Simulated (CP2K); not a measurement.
The system is GaB.

```xyz
2
Lattice="2.7182 0.0000 0.0000 0.0000 2.7182 0.0000 0.0000 0.0000 3.2362" Properties=species:S:1:pos:R:3 pbc="T T T"
Ga    1.3591    1.3591    1.6181
B     0.0000    0.0000    0.0000
```

The cell was built by a generator and needn't be a form met in nature.

| Quantity | Value |
| --- | --- |
| Program | CP2K 2026.2 |
| Task | relaxation of cell and atoms |
| Functional | BLYP |
| Potentials or basis | POTENTIAL_UZH Ga GTH-PBE-q13, B GTH-PBE-q3; TZVP-MOLOPT-PBE-GTH basis |
| Density cutoff | 9184 eV |
| k mesh | 8 × 8 × 6 |
| Occupations | fermi-dirac, width 0.05 eV |
| Spin | no spin polarisation |

At the start: pressure 9.6 GPa; volume 11.96 Å³/atom.

**Question.** How do energy, volume and symmetry change on relaxing?

**Answer.** Over 14 steps the energy falls by 43.5 meV/atom and the volume is 13.48 Å³/atom (+12.8 %); space group P4/mmm (No. 123, to 0.05 Å).

Step by step:
```csv
step,energy change (eV),largest force (eV/Å),volume (Å³)
1,0.0000,0.0000,23.91
2,-0.0074,0.0000,24.04
3,-0.0721,0.0003,26.16
4,-0.0751,0.0023,26.65
5,-0.0756,0.0023,26.82
6,-0.0762,0.0023,26.96
7,-0.0779,0.0023,27.23
8,-0.0807,0.0023,27.45
9,-0.0812,0.0020,28.17
10,-0.0852,0.0022,27.47
11,-0.0862,0.0022,27.19
12,-0.0869,0.0022,26.99
13,-0.0869,0.0020,26.96
14,-0.0869,0.0020,26.96
```

Final structure:
```xyz
2
Lattice="2.8818 0.0000 0.0000 0.0000 2.8818 0.0000 0.0000 0.0000 3.2467" Properties=species:S:1:pos:R:3 pbc="T T T"
Ga    1.4409    1.4409    1.6234
B     0.0000    0.0000    0.0000
```

Caveat: the potentials were made for another functional, which shifts forces and pressure; the basis of atomic orbitals isn't converged, which shifts pressures, moduli and gaps.
